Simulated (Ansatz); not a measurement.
# F2H3NSi: the cost of one run

All numbers below are computed with Ansatz 0.2.0 (RKS LDA/def2-SVP).

1 further run of the same task is left out (it didn't finish).

### Step 1. The starting structure

Bond lengths: Si1–N2 2.020 Å, N2–H3 1.060 Å, N2–H4 1.060 Å, Si1–H5 1.660 Å, Si1–F6 1.589 Å, Si1–F7 1.589 Å. Angles: Si1–N2–H3 87.0°, Si1–N2–H4 151.6°, H3–N2–H4 120.0°, N2–Si1–H5 45.6°, N2–Si1–F6 122.7°, N2–Si1–F7 122.7°, H5–Si1–F6 121.5°, H5–Si1–F7 121.5°, F6–Si1–F7 109.5°.

Coordinates:

```xyz
7

Si    0.0000    0.0000    0.0000
N     1.1383    0.0000    1.6687
H     0.2613   -0.2713    2.1987
H     2.0153    0.2713    2.1987
H     1.6341    0.0000    0.2923
F    -0.7489    1.2974   -0.5295
F    -0.7489   -1.2974   -0.5295
```

### Step 2. A restrained relaxation towards end A

Springs on the bonds that form and break draw the guess towards this end; the thresholds are loose.

input.yaml

```yaml
crystal:
  periodic: [false, false, false]
  atoms:
    - { symbol: Si, position_ang: [0.0, 0.0, 0.0] }
    - { symbol: "N", position_ang: [1.1383, 0.0, 1.6687] }
    - { symbol: H, position_ang: [0.2613, -0.2713, 2.1987] }
    - { symbol: H, position_ang: [2.0153, 0.2713, 2.1987] }
    - { symbol: H, position_ang: [1.6341, 0.0, 0.2923] }
    - { symbol: F, position_ang: [-0.7489, 1.2974, -0.5295] }
    - { symbol: F, position_ang: [-0.7489, -1.2974, -0.5295] }
basis:
  gaussian: { orbitals: def2-SVP }
hamiltonian:
  xc: lda
relax:
  f_tol: 0.15
  max_steps: 25
  restrain:
    - { distance: [1, 4], at: 2.26, k: 30.0 }
    - { distance: [0, 1], at: 1.82, k: 30.0 }
    - { distance: [0, 4], at: 1.46, k: 30.0 }
```

The run is started by

```console
$ ansatz run input.yaml --threads 1 --pin off --max-ram 2048MiB --backend cpu --events-out ev --progress --plain --runs-dir out
```

What time and memory should one allow on 1 thread of Arm Neoverse V1, shared host?

About 12 s, with a peak of 0.14 GiB.
